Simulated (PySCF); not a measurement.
# NaGe (quartet) at other levels of theory

Aim: see what other levels and later steps give for NaGe (quartet).

Method: method and basis as typed in the scripts; program: PySCF 2.14.0.

6 further runs of the same task are left out: 6 that didn't finish.

**1. Where the work starts**

NaGe (quartet): 2 atoms, charge 0, spin multiplicity 4.

Bond lengths: Na1–Ge2 2.735 Å.

**2. The run that the others are compared with**

input.py reads:

```python
from pyscf import gto, dft

mol = gto.M(
    atom='Na 0 0 0; Ge 0 0 2.735',
    basis='def2-svpd',
    charge=0,
    spin=3,
    symmetry=True,
    verbose=4,
)
mf = dft.UKS(mol, xc='camb3lyp')
mf.kernel()
mf.dip_moment()
print('orbital energies (hartree):', [e[max(0, n-3):n+3].round(4) for e, n in zip(mf.mo_energy, mol.nelec)])
```

Command:

```bash
$ OMP_NUM_THREADS=1 python input.py
```

**3. Polarisability**

Run 1 changes step after the SCF: none → polarizability.

Edit input.py of step 2 so:

```diff
@@ -1,2 +1,3 @@
 from pyscf import gto, dft
+from pyscf.prop.polarizability import uhf as pol
 
@@ -12,2 +13,4 @@
 mf.kernel()
+print('polarizability (a.u.)')
+print(pol.Polarizability(mf).polarizability().round(4))
 mf.dip_moment()
```

**4. MP2 (UHF)**

Run 2 changes step after the SCF: none → mp2; SCF type: UKS → UHF; functional: camb3lyp → none (Hartree–Fock); frozen orbitals: none → 10.

Edit input.py of step 2 so:

```diff
@@ -1,2 +1,2 @@
-from pyscf import gto, dft
+from pyscf import gto, scf, mp
 
@@ -10,4 +10,5 @@
 )
-mf = dft.UKS(mol, xc='camb3lyp')
+mf = scf.UHF(mol)
 mf.kernel()
+mp.MP2(mf, frozen=10).kernel()
 mf.dip_moment()
```

**5. Pbesol**

Run 3 changes functional: camb3lyp → pbesol.

Edit input.py of step 2 so:

```diff
@@ -10,3 +10,3 @@
 )
-mf = dft.UKS(mol, xc='camb3lyp')
+mf = dft.UKS(mol, xc='pbesol')
 mf.kernel()
```

**6. Pbe**

Run 4 changes functional: camb3lyp → pbe.

Edit input.py of step 2 so:

```diff
@@ -10,3 +10,3 @@
 )
-mf = dft.UKS(mol, xc='camb3lyp')
+mf = dft.UKS(mol, xc='pbe')
 mf.kernel()
```

**7. Bp86**

Run 5 changes functional: camb3lyp → bp86.

Edit input.py of step 2 so:

```diff
@@ -10,3 +10,3 @@
 )
-mf = dft.UKS(mol, xc='camb3lyp')
+mf = dft.UKS(mol, xc='bp86')
 mf.kernel()
```

Q: Predict the outcome of this session. Wanted: for each run, E(SCF); from base; gap, α spin; SCF dipole; after the SCF.

The runs gave:

```
           run  E(SCF) (hartree)  from base (eV)  cycles  gap, α spin (eV)  SCF dipole (D)                           after the SCF
          base      -2239.026472               0       9              4.10            6.99                                     n/a
polarisability      -2239.026472          0.0000       9              4.10            6.99                                     n/a
     MP2 (UHF)      -2236.884786  not comparable      12              5.92            8.13  MP2 correlation -5.199 eV, core frozen
        pbesol      -2236.606768  not comparable       9              1.24            6.43                                     n/a
           pbe      -2238.492301  not comparable       9              1.16            6.26                                     n/a
          bp86      -2239.193080  not comparable       9              1.20            6.41                                     n/a
```

A lower total energy from another functional means nothing by itself.
